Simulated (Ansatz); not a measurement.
**CH₄ClFO₂Si: a ladder of functionals and wavefunction methods**

One table from this session's results is given with a row withheld; the runs are named, their logs left out.

Method: functionals in def2-TZVPP, the program's frozen cores in correlated methods; program: Ansatz 0.2.0, Gaussian basis.

Levels to be run: LDA (SPW92), PBE-D4, revPBE-D4, BLYP-D4, r2SCAN-D4, B97M-V, PBE0-D4, B3LYP-D4, r2SCANh-D4, r2SCAN0-D4, HSE06-D4, BHLYP-D4, CAM-B3LYP-D4, LC-ωPBE, ωB97X-V, ωB97M-V, B2PLYP, PBE-QIDH; CCSD(T)/def2-SVP; CCSD(T)/def2-TZVPP; MP2/def2-QZVPP; extrapolation to the limit; RPA on PBE.

**Structure used throughout**

The geometry comes from an earlier relaxation with PBE0-D4 in a triple-zeta def2 set; it is a stationary point, not always the lowest conformer.

SMILES `CO[Si](O)(F)Cl`, 10 atoms, charge 0, spin multiplicity 1.

Atoms are counted from 1 here; the program's logs count them from 0.

Bond lengths: C1–O2 1.417 Å, C1–H7 1.093 Å, C1–H8 1.093 Å, C1–H9 1.090 Å, O2–Si3 1.604 Å, Si3–O4 1.620 Å, Si3–F5 1.587 Å, Si3–Cl6 2.024 Å, O4–H10 0.958 Å. Angles: O2–C1–H7 110.8°, O2–C1–H8 111.1°, O2–C1–H9 107.7°, H7–C1–H8 109.3°, H7–C1–H9 108.9°, H8–C1–H9 109.1°, C1–O2–Si3 125.8°, O2–Si3–O4 109.2°, O2–Si3–F5 111.5°, O2–Si3–Cl6 108.0°, O4–Si3–F5 108.8°, O4–Si3–Cl6 112.7°, F5–Si3–Cl6 106.7°, Si3–O4–H10 119.1°.

The first run:

Contents of in.yaml:

```yaml
crystal:
  periodic: [false, false, false]
  atoms:
    - {symbol: C, position_ang: [-1.185316, -1.004072, 0.532363]}
    - {symbol: O, position_ang: [-0.509739, 0.216533, 0.778169]}
    - {symbol: Si, position_ang: [0.799839, 0.736015, 0.011060]}
    - {symbol: O, position_ang: [0.555644, 0.639267, -1.587387]}
    - {symbol: F, position_ang: [2.074897, -0.131475, 0.386104]}
    - {symbol: Cl, position_ang: [1.180640, 2.624557, 0.630272]}
    - {symbol: H, position_ang: [-0.580458, -1.854722, 0.857941]}
    - {symbol: H, position_ang: [-1.422625, -1.115352, -0.528718]}
    - {symbol: H, position_ang: [-2.112401, -0.990056, 1.105207]}
    - {symbol: H, position_ang: [1.282619, 0.828205, -2.182113]}
basis:
  gaussian: {orbitals: def2-TZVPP}
hamiltonian: {xc: lda}
output: {orbitals: {seedname: orbitals}}
```

On the command line:

```bash
$ ansatz run in.yaml --threads 4 --pin off --events-out ev --progress --plain --max-ram 10444MiB
```

Steps of the session up to this table: LDA; PBE-D4 (GGA); revPBE-D4 (GGA); BLYP-D4 (GGA); r2SCAN-D4 (meta-GGA); B97M-V (meta-GGA); B3LYP-D4 (hybrid); r2SCANh-D4 (hybrid); r2SCAN0-D4 (hybrid); HSE06-D4 (hybrid); BHLYP-D4 (hybrid); CAM-B3LYP-D4 (range-separated); LC-ωPBE (range-separated); ωB97X-V (range-separated); ωB97M-V (range-separated); B2PLYP (double hybrid); PBE-QIDH (double hybrid).

One of the session's tables, all rows but one given; the rest of the session is left out.

It belongs to the step «Frontier levels by functional». 

| functional | HOMO (eV) | LUMO (eV) | gap (eV) |
| --- | --- | --- | --- |
| LDA (SPW92) | -7.48 | -0.66 | 6.82 |
| PBE-D4 | -7.33 | -0.44 | 6.90 |
| revPBE-D4 | -7.27 | -0.33 | 6.95 |
| BLYP-D4 | -7.24 | -0.45 | 6.78 |
| r2SCAN-D4 | -7.70 | 0.21 | 7.90 |
| B97M-V | -7.81 | -0.12 | 7.69 |
| PBE0-D4 | -8.97 | 0.50 | 9.47 |
| B3LYP-D4 | -8.71 | 0.12 | 8.83 |
| r2SCANh-D4 | -8.31 | 0.50 | 8.81 |
| r2SCAN0-D4 | -9.22 | 0.92 | 10.14 |
| HSE06-D4 | -8.56 | 0.12 | 8.69 |
| BHLYP-D4 | -10.52 | 1.19 | 11.70 |
| CAM-B3LYP-D4 | ? | ? | ? |
| LC-ωPBE | -11.82 | 2.68 | 14.51 |
| ωB97X-V | -11.47 | 2.46 | 13.94 |
| ωB97M-V | -11.37 | 2.02 | 13.40 |

Estimate the missing values for CAM-B3LYP-D4.

**Answer.** HOMO (eV): -10.44; LUMO (eV): 1.29; gap (eV): 11.74. In the column «HOMO (eV)» it lies between BHLYP-D4 (-10.52) and r2SCAN0-D4 (-9.22).
